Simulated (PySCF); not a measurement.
# A diatomic session: RbGe

The task here is to estimate one member of a computed series from the others.

The runs use PySCF 2.14.0; Rb def2-SVP with ECP28, Ge def2-SVP, scalar-relativistic core potentials.

Set-up of the first run:

A driver script around PySCF takes these settings:

| Property | Result |
| --- | --- |
| atoms | Rb, Ge |
| charge | 0 |
| basis | Rb def2-SVP with ECP28, Ge def2-SVP |
| Hamiltonian | scalar-relativistic core potentials |
| basis functions | 56 |
| electrons treated | 41 |
| masses in u | 84.9118, 73.9212 |
| levels | PBE0, PBE, r²SCAN, M06, B2PLYP, TPSS, LC-ωPBE, HF, MP2, SCS-MP2 |
| grid | 80 radial by 434 angular points |
| occupations | held fixed by the projection of orbital angular momentum |
| dissociation limit | Rb + Ge, each in its ground configuration |
| starting distance in angstrom | 3.220 |
| values of 2S to try | 1, 3 |

Launch:

```console
$ OMP_NUM_THREADS=1 python dia.py task.json out
```

Steps of the session up to this table: Input; The PBE0 curve of the state that the search chose; Other states along the same grid; PBE; r²SCAN (meta-GGA); M06 (hybrid meta-GGA); B2PLYP (double hybrid); TPSS; LC-ωPBE (range-separated hybrid); UHF (mean field).

One of the session's tables, all rows but one given; the rest of the session is left out.

It belongs to the step «Constants by level of theory». 

```
      level  Re (Å)  ωe (cm⁻¹)  De (eV)   μ (D)
        UHF   3.351      121.9     1.05  -12.04
    UHF-MP2   3.268      128.4     1.33     n/a
UHF-SCS-MP2   3.281      127.4     1.21     n/a
        PBE   3.270      116.9     1.47   -9.11
       TPSS   3.272      118.7     1.57   -9.88
     r²SCAN   3.269      122.1     1.61  -10.52
       PBE0       ?          ?        ?       ?
        M06   3.209      131.1     1.38  -10.35
    LC-ωPBE   3.229      130.7     1.52  -11.49
     B2PLYP   3.274      122.3     1.24  -10.57
```

Q: Estimate the row for PBE0 from the others.

**Answer.** Re (Å): 3.254; ωe (cm⁻¹): 122.7; De (eV): 1.46; μ (D): -10.15. In the column «Re (Å)» it lies between LC-ωPBE (3.229) and UHF-MP2 (3.268).

De is counted to Rb + Ge in their ground configurations.
